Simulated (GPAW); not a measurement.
# Al in GPAW: notebook

One slab, Al, is run at these levels: PBEsol; tasks: single point.

Everything below comes from runs of GPAW 26.7.0. Logs are shortened: lines on timing, memory, paths and dates and some standing lists are left out, and cuts for length are marked. The log counts tension as positive stress, the text compression.

## (1) The cell of the first run

The cell holds a slab with vacuum, 7 atoms: a = 2.827 Å, b = 2.827 Å, c = 28.779 Å, α = 90.00°, β = 90.00°, γ = 120.00°.

The slab is cut from a database's or a generator's crystal, which needn't be the stable form of the element.

## (2) Single point, PBEsol (the (0 0 1) slab of Al, cut from the database cell, not relaxed)

The input, run.py:

```python
import numpy as np
from ase.dft.bandgap import bandgap
from ase.io import read, write
from gpaw import GPAW, PW, setup_paths

setup_paths.insert(0, '.')

atoms = read('Al.xyz')
atoms.pbc = (True, True, False)

calc = GPAW(mode=PW(450),
            xc='PBEsol',
            kpts={'size': (11, 11, 1), 'gamma': True},
            occupations={'name': 'fermi-dirac', 'width': 0.05},
            nbands=25,
            convergence={'density': 1e-05, 'energy': 1e-05},
            maxiter=150,
            poissonsolver={'dipolelayer': 'xy'},
            txt='gpaw.txt')
atoms.calc = calc
energy = atoms.get_potential_energy()
forces = atoms.get_forces()
calc.write('gs.gpw')
write('result.traj', atoms)
print(f'Energy: {energy:.6f} eV')
print('Forces (eV/A):')
print(forces.round(4))
print('Fermi level:', round(calc.get_fermi_level(), 4), 'eV')
print(f'Gap: {bandgap(calc)[0]:.4f} eV, direct: {bandgap(calc, direct=True)[0]:.4f} eV')

v = calc.get_electrostatic_potential().mean(axis=(0, 1))
z = np.arange(len(v)) * atoms.cell[2, 2] / len(v)
ef = calc.get_fermi_level()
np.savetxt('planar.dat', np.c_[z, v], fmt='%.4f')
below, above = np.interp([1.5, atoms.cell[2, 2] - 1.5], z, v) - ef
print(f'Work functions: bottom {below:.4f} eV, top {above:.4f} eV')
print('Dipole moment:', *calc.get_dipole_moment().round(5), 'e A')
```

The input, Al.xyz:

```xyz
7
Lattice="2.8270770242 -0.0000000000 0.0000000000 -1.4135385121 2.4483205214 0.0000000000 0.0000000000 0.0000000000 28.7789900000" Properties=species:S:1:pos:R:3 pbc="T T T"
Al     0.0000000000      1.6322136646      7.4999999990
Al     0.0000000000      0.0000000000      9.7964982684
Al     1.4135385121      0.8161068568     12.0929965349
Al     0.0000000000      0.0000000000     14.3894948014
Al     0.0000000000      1.6322136646     16.6859930708
Al     0.0000000000      0.0000000000     18.9824913373
Al     1.4135385121      0.8161068568     21.2789896038
```

Potentials or basis: PAW data sets generated in the run's folder for this functional, pw.

On the command line:

```bash
$ gpaw-setup -f PBEsol Al
$ OMP_NUM_THREADS=1 python run.py
```

gpaw.txt:

```text
__  _  _
 | _ |_)|_||  |
 |__||  | ||/\| - 26.7.0

Input parameters:
  mode=PW(ecut=450.00000000000006),
  convergence={'density': 1e-05, 'energy': 1e-05},
  kpts=MonkhorstPack(size=(11, 11, 1), gamma=True),
  maxiter=150,
  nbands=25,
  occupations=Occupations(name='fermi-dirac', width=0.05),
  poissonsolver=PoissonSolver(dipolelayer='xy'),
  xc=XC(name='PBEsol')

Diagonalizing LCAO Hamiltonian
Converting LCAO to pw mode

           Al

       Al

        Al

       Al

           Al

       Al

        Al

Atoms  # Å, Bohr magnetons
|   | symbol |        x |        y |         z |    initial magnetic moments |
|---|--------|----------|----------|-----------|-----------------------------|
| 0 |     Al | 0.000000 | 1.632214 |  7.500000 | ( 0.0000,  0.0000,  0.0000) |
| 1 |     Al | 0.000000 | 0.000000 |  9.796498 | ( 0.0000,  0.0000,  0.0000) |
| 2 |     Al | 1.413539 | 0.816107 | 12.092997 | ( 0.0000,  0.0000,  0.0000) |
| 3 |     Al | 0.000000 | 0.000000 | 14.389495 | ( 0.0000,  0.0000,  0.0000) |
| 4 |     Al | 0.000000 | 1.632214 | 16.685993 | ( 0.0000,  0.0000,  0.0000) |
| 5 |     Al | 0.000000 | 0.000000 | 18.982491 | ( 0.0000,  0.0000,  0.0000) |
| 6 |     Al | 1.413539 | 0.816107 | 21.278990 | ( 0.0000,  0.0000,  0.0000) |

Unit cell  # Å
| periodic |         x |         y |         z |   lengths |     angles |
|----------|-----------|-----------|-----------|-----------|------------|
|      yes |  2.827077 | -0.000000 |  0.000000 |  2.827077 |  90.000000 |
|      yes | -1.413539 |  2.448321 |  0.000000 |  2.827077 |  90.000000 |
|       no |  0.000000 |  0.000000 | 28.778990 | 28.778990 | 120.000000 |

Number of symmetries: 12
Symmetry operations  # r_c * U_cc + t_c -> r_c
|    | kind |            matrix            |
|----|------|------------------------------|
|  0 |  σ   |  1, 1, 0,  0,-1, 0,  0, 0, 1 |
|  1 |  S6  |  1, 1, 0, -1, 0, 0,  0, 0,-1 |
|  2 |  E   |  1, 0, 0,  0, 1, 0,  0, 0, 1 |
|  3 |  C2  |  1, 0, 0, -1,-1, 0,  0, 0,-1 |
|  4 |  C2  |  0, 1, 0,  1, 0, 0,  0, 0,-1 |
|  5 |  C3  |  0, 1, 0, -1,-1, 0,  0, 0, 1 |
|  6 |  S6  |  0,-1, 0,  1, 1, 0,  0, 0,-1 |
|  7 |  σ   |  0,-1, 0, -1, 0, 0,  0, 0, 1 |
|  8 |  σ   | -1, 0, 0,  1, 1, 0,  0, 0, 1 |
|  9 |  i   | -1, 0, 0,  0,-1, 0,  0, 0,-1 |
| 10 |  C3  | -1,-1, 0,  1, 0, 0,  0, 0, 1 |
| 11 |  C2  | -1,-1, 0,  0, 1, 0,  0, 0,-1 |

BZ-sampling:
  Number of BZ points: 121
  Number of IBZ points: 16

  Monkhorst-Pack size: [11, 11, 1]
  Monkhorst-Pack shift: [0, 0, 0]

K-points  # in reciprocal-cell coordinates
|     |                                coordinates |     weight |
|-----|--------------------------------------------|------------|
|   0 | (  0.00000000,   0.00000000,   0.00000000) | 0.00826446 |
|   1 | (  0.09090909,   0.00000000,   0.00000000) | 0.04958678 |
|   2 | (  0.18181818,  -0.09090909,   0.00000000) | 0.04958678 |
|   3 | (  0.18181818,   0.00000000,   0.00000000) | 0.04958678 |
|   4 | (  0.27272727,  -0.09090909,   0.00000000) | 0.09917355 |
|   5 | (  0.27272727,   0.00000000,   0.00000000) | 0.04958678 |
|   6 | (  0.36363636,  -0.18181818,   0.00000000) | 0.04958678 |
|   7 | (  0.36363636,  -0.09090909,   0.00000000) | 0.09917355 |
|   8 | (  0.36363636,   0.00000000,   0.00000000) | 0.04958678 |
|   9 | (  0.36363636,   0.36363636,   0.00000000) | 0.04958678 |
| ... |                                            |            |
|  15 | (  0.45454545,   0.45454545,   0.00000000) | 0.04958678 |

Plane wave coefficients: 4377
Cutoff: 450.00000000000006 eV

Spin-components: 1 (collinear spins)
Bands:           25
Projectors:      35
Spin-degeneracy: 2
Datatype:        complex128

Parallelization:
  kpt:    1
  domain: 1
  band:   1

Density:
  Valence electrons: 21.0
  Components: 1
  Grid points: [ 14  14 144]
  Charge: 0.0  # |e|

Potential:
  Grid points: [ 14  14 144]

species:
  Al:
    name:    Aluminium
    Z:       13.0
    valence: 3
    core:    10
    charge:  0.0  # [|e|]
    compensation charges:
      type: gauss
      rc: 0.34  # [Å]
      lmax: 2
    cutoffs:
      filter: 1.91  # [Å]
      core: 2.36  # [Å]
    projectors
    | kind |    occ | energy [eV] | rcut [Å] |
    |------|--------|-------------|----------|
    |   3s |  2.000 |      -7.715 |    1.085 |
    |   3p |  1.000 |      -2.689 |    1.085 |
    |    s |        |      19.497 |    1.085 |
    |    p |        |      24.522 |    1.085 |
    |    d |        |       0.000 |    1.085 |

    Using partial waves for Al as LCAO basis

Reference energy: -46130.894088  # eV

eigensolver:
  PPCG
  Converge bands: occupied
  niter=2

density mixing:
  MSR1-Mixer
  Pratt-step length: 0.05
  Maximum mixing coefficient: 0.75
  Old densities: 10
  SVD Regularization: 0.005
  Good broyden scale: 1.0
  Trust region scale: 1.0
  Backstep threshold: 4.0
  History deletion threshold: 6.0
  Fourier metric: weight=20.0, sigma=0.015

occupation numbers:
  Fermi-Dirac:
    width: 0.0500  # eV

<gpaw.new.pw.poisson.DipoleLayerPWPoissonSolver object>
xc functional:
  name: PBEsol with 2 nearest neighbor stencil

convergence criteria:
- Maximum integral of absolute [dens]ity change: 1e-05 electrons / valence electron
- Maximum [total energy] change in last 3 cyles: 1e-05 eV / valence electron
- Maximum integral of absolute [eigenst]ate change: 4e-08 eV^2 / valence electron
maximum number of iterations: 150

SCF iterations
|iter     | |      energy | eigst |  dens |
|---------|-|-------------|-------|-------|
|iter:   1| |  -27.975812 | -0.14 |       |
|iter:   2| |  -27.856125 | -1.71 | -0.91 |
|iter:   3| |  -28.470462 | -2.58 | -0.96 |
|iter:   4| |  -27.892926 | -2.70 | -0.94 |
|iter:   5| |  -27.716757 | -2.79 | -1.17 |
|iter:   6| |  -27.689373 | -3.40 | -1.62 |
|iter:   7| |  -27.688535 | -4.55 | -2.32 |
|iter:   8| |  -27.688320 | -5.47 | -2.68 |
|iter:   9| |  -27.688333 | -6.42 | -3.28 |
|iter:  10| |  -27.688322c| -7.18 | -3.53 |
|iter:  11| |  -27.688323c| -7.66c| -4.35 |
|iter:  12| |  -27.688323c| -8.22c| -5.06c|

Converged in 12 steps
Energy contributions relative to reference atoms: (reference = -46130.894088)

Energy contributions:
  Kinetic:          33.866133
  Coulomb:         -19.656599
  Zero:             -0.049376
  External:          0.000000
  Xc:              -41.832261
  Entropy:          -0.032438
  Spinorbit:         0.000000
  ----------------------------
  Free energy:     -27.704542
  Extrapolated:    -27.688323

dipole moment: (-7.286290, -12.620224, -0.000054)  # |e|*Ang

Fermi level: 2.448
Eigenvalues  # (at kpt = [0.000, 0.000, 0.000])
| band index |      eig [eV] | occ [0-2] |
|------------|---------------|-----------|
|          0 |        -8.846 |     2.000 |
|        ... |               |           |
|          2 |        -7.826 |     2.000 |
|          3 |        -6.955 |     2.000 |
|          4 |        -5.861 |     2.000 |
|          5 |        -4.542 |     2.000 |
|          6 |        -2.971 |     2.000 |
|          7 |        -1.518 |     2.000 |
[... 8 lines left out ...]
|         16 |         9.402 |     0.000 |
|         17 |        11.872 |     0.000 |
|        ... |               |           |
|         24 |        13.728 |     0.000 |

No gap
No difference between direct/indirect transitions
vacuum-level: 6.501  # V
Workfunctions: 4.054, 4.054 eV (top, bottom)

Forces  # eV/Ang
|        x |        y |        z |
|----------|----------|----------|
|  0.00000 | -0.00000 | -0.09985 |  # Al   0
| -0.00000 |  0.00000 | -0.02527 |  # Al   1
| -0.00000 |  0.00000 | -0.00200 |  # Al   2
| -0.00000 |  0.00000 |  0.00000 |  # Al   3
|  0.00000 |  0.00000 |  0.00200 |  # Al   4
| -0.00000 | -0.00000 |  0.02527 |  # Al   5
| -0.00000 |  0.00000 |  0.09985 |  # Al   6

# Writing to gs.gpw (mode='')
```

stdout:

```text
Energy: -27.688323 eV
Forces (eV/A):
[[ 0.     -0.     -0.0999]
 [-0.      0.     -0.0253]
 [-0.      0.     -0.002 ]
 [-0.      0.      0.    ]
 [ 0.      0.      0.002 ]
 [-0.     -0.      0.0253]
 [-0.      0.      0.0999]]
Fermi level: 2.4476 eV
Gap: 0.0000 eV, direct: 0.0000 eV
Work functions: bottom 4.0537 eV, top 4.0539 eV
Dipole moment: -7.28629 -12.62022 -5e-05 e A
```

Run time: 67 s. Hardware: 1 thread of Intel Xeon at 2.50GHz (Skylake/Cascade Lake), shared host; peak memory 0.21 GiB.

Results:

```
Free energy                     : -27.7045 eV
Largest force                   : 0.100 eV/Å
Band gap on the k mesh          : none (metal or under the smearing width)
Dipole across the slab          : 0.00 e·Å
Work function of the upper face : 4.05 eV
Work function of the lower face : 4.05 eV
```

Forces in eV/Å, atoms in the order of the input:
```
Al   0.000  0.000 -0.100
Al   0.000  0.000 -0.025
Al   0.000  0.000 -0.002
Al   0.000  0.000  0.000
Al   0.000  0.000  0.002
Al   0.000  0.000  0.025
Al   0.000  0.000  0.100
```

(Continued in part 2 of 2.)
